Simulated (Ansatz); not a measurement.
**CH3CuS: energies of removing a hydrogen in Python**

A script is to give energies of removing a hydrogen; the system is CH3CuS.

Program: Ansatz 0.2.0 through its Python package. Level of theory: Hartree-Fock/6-31G*. These are calculated values, not measurements.

### Step 1. Starting point

Bond lengths: C1–S2 1.752 Å, S2–Cu3 2.195 Å, C1–H4 1.089 Å, C1–H5 1.114 Å, C1–H6 1.151 Å. Angles: C1–S2–Cu3 136.2°, S2–C1–H4 111.6°, S2–C1–H5 113.7°, S2–C1–H6 112.4°, H4–C1–H5 104.2°, H4–C1–H6 107.0°, H5–C1–H6 107.3°.

The script holds or builds the structure itself.

### Step 2. Script

ch3cus_bde.py

```python
"""X-H bond energies of CH3CuS without relaxation."""

import ansatz as az

BASIS_SET = "6-31G*"
XC = "hf"


def single_point(molecule, charge=0, unpaired=0):
    calc = molecule.calculation().basis(gaussian=BASIS_SET).functional(XC)
    if charge:
        calc = calc.charge(charge)
    if unpaired:
        calc = calc.spin("collinear", total=unpaired)
    return calc.run(threads=1).report["free_energy_ev"]

def without(molecule, index):
    rest = az.Crystal.molecule()
    for i, site in enumerate(molecule.cartesian_sites):
        if i != index:
            rest = rest.atom(site.symbol, site.position_ang)
    return rest

geometry_ang = [
    ("C", (-0.4136, 0.3875, -0.3675)),
    ("S", (0.3062, -1.0898, 0.2407)),
    ("Cu", (1.932, -1.6075, 1.6208)),
    ("H", (-1.207, 0.1818, -1.0841)),
    ("H", (0.2995, 1.0362, -0.9266)),
    ("H", (-0.875, 1.0278, 0.4705)),
]
geometry = az.Crystal.molecule()
for symbol, xyz in geometry_ang:
    geometry = geometry.atom(symbol, xyz)

whole = single_point(geometry, 0)
hydrogen = single_point(az.Crystal.molecule().atom("H", (0, 0, 0)), 0, 1)
print(f"E(molecule) = {whole:.5f} eV, E(H) = {hydrogen:.5f} eV")
for index in [5]:
    radical = single_point(without(geometry, index), 0, 1)
    print(f"H{index}: homolysis {96.485332 * (radical + hydrogen - whole):.1f} kJ/mol")
    anion = single_point(without(geometry, index), -1)
    print(f"H{index}: loss of a proton {96.485332 * (anion - whole):.1f} kJ/mol")
```

### Step 3. What the engine is handed

The engine receives this input (first run):

```yaml
crystal:
  periodic: [false, false, false]
  atoms:
    - { symbol: C, position_ang: [-0.4136, 0.3875, -0.3675] }
    - { symbol: S, position_ang: [0.3062, -1.0898, 0.2407] }
    - { symbol: Cu, position_ang: [1.932, -1.6075, 1.6208] }
    - { symbol: H, position_ang: [-1.207, 0.1818, -1.0841] }
    - { symbol: H, position_ang: [0.2995, 1.0362, -0.9266] }
    - { symbol: H, position_ang: [-0.875, 1.0278, 0.4705] }
basis:
  gaussian:
    orbitals: "6-31G*"
hamiltonian:
  xc: hf
```

### Step 4. Running it

Launch:

```console
python ch3cus_bde.py
```

**Question.** What results will this script give? Wanted: weakest bond to hydrogen among those tried; easiest loss of a proton among those tried.

**Answer**, as computed:

```
                                              quantity                              value
weakest bond to hydrogen among those tried (homolysis)  H5 (counted from 0), 255.7 kJ/mol
            easiest loss of a proton among those tried                  H5, 1853.9 kJ/mol
                                         runs compared                                  4
```

Atoms are numbered as in the script, from 0. The fragments aren't relaxed and zero-point energy is left out, so these aren't bond dissociation enthalpies. Losing a bare proton in the gas phase costs far more than homolysis, as charges must be parted. All 4 runs converged (8 to 569 cycles). Caveats:
- The geometry is a force-field or estimated start, not a minimum of this method, and the basis set is short of its limit. All parts are taken at fixed geometry, without zero-point energy.
- Anions want diffuse functions, which this basis lacks.
